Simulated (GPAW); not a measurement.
Runs of GPAW 26.7.0 on Ta3AsAu2O13. The structure is trigonal, space group R3m (No. 160). The conventional cell has a = 10.485 Å, b = 10.485 Å, c = 12.428 Å, α = 90.00°, β = 90.00°, γ = 120.00°. Ta (site symmetry m) is surrounded by 4 O at 1.82 to 1.95 Å. Around As (site symmetry 3m) lie 3 O at 1.76 Å. Au (site symmetry 3m) is surrounded by 3 O at 2.21 Å. Around Au (site symmetry 3m) lie 1 As at 2.39 Å and 1 Au at 2.67 Å. Around O (site symmetry m) lie 1 As at 1.76 Å and 1 Ta at 1.93 Å. Around O (site symmetry 1) lie 1 O at 1.44 Å. Around O (site symmetry m) lie 1 Ta at 1.82 Å. Around O (site symmetry 3m) lie 3 Ta at 2.11 Å. The cell was built by a generator and needn't be a form met in nature.

```tsv
task	level	potentials or basis	k mesh	ranks	band path	band points	mesh quality	gap on the mesh (eV)	pressure (GPa)	largest force (eV/Å)
single point	PBE+D3(BJ)	GPAW PAW data sets (gpaw-data 1.2.1), pw	2 × 2 × 2	-	-	-	coarse	1.08	-0.2	0.26
band structure	PW91	PAW data sets generated in the run's folder for this functional, pw	3 × 3 × 3	8	GPZQGFP1Q1LZ	80	not flagged	1.11	0.2	0.28
single point	PBE+D4	GPAW PAW data sets (gpaw-data 1.2.1), pw	2 × 2 × 2	-	-	-	coarse	1.08	-0.2	0.26
band structure	RPBE	the program's PAW data sets (release 1.2.1) made for this functional, pw	3 × 3 × 3	8	GPZQGFP1Q1LZ	80	not flagged	1.15	3.3	0.34
band structure	LDA	the program's PAW data sets (release 1.2.1) made for this functional, pw	3 × 3 × 3	8	GPZQGFP1Q1LZ	80	not flagged	1.01	-5.8	0.73
band structure	revPBE	the program's PAW data sets (release 1.2.1) made for this functional, pw	3 × 3 × 3	8	GPZQGFP1Q1LZ	80	not flagged	1.14	(b)	0.31
band structure	PBEsol	PAW data sets generated in the run's folder for this functional, pw	3 × 3 × 3	8	GPZQGFP1Q1LZ	80	not flagged	1.05	-2.4	0.38
single point	PBE	GPAW PAW data sets (gpaw-data 1.2.1), pw	2 × 2 × 2	-	-	-	coarse	1.08	(c)	(a)
```

Alike in all rows: no spin polarisation; cell as given; cutoff (eV) 800; smearing fermi-dirac 0.05 eV.

**Question.** Estimate the missing entries.

**Answer.** (a) 0.27; (b) 2.7; (c) 0.8.

Caveats: some runs use coarse meshes; spin-orbit coupling is left out, which moves the levels of the heavy elements.

A k mesh can miss the band edges, and the runs leave out spin-orbit coupling on As, Au, Ta.

Not every run made on this cell is shown here.
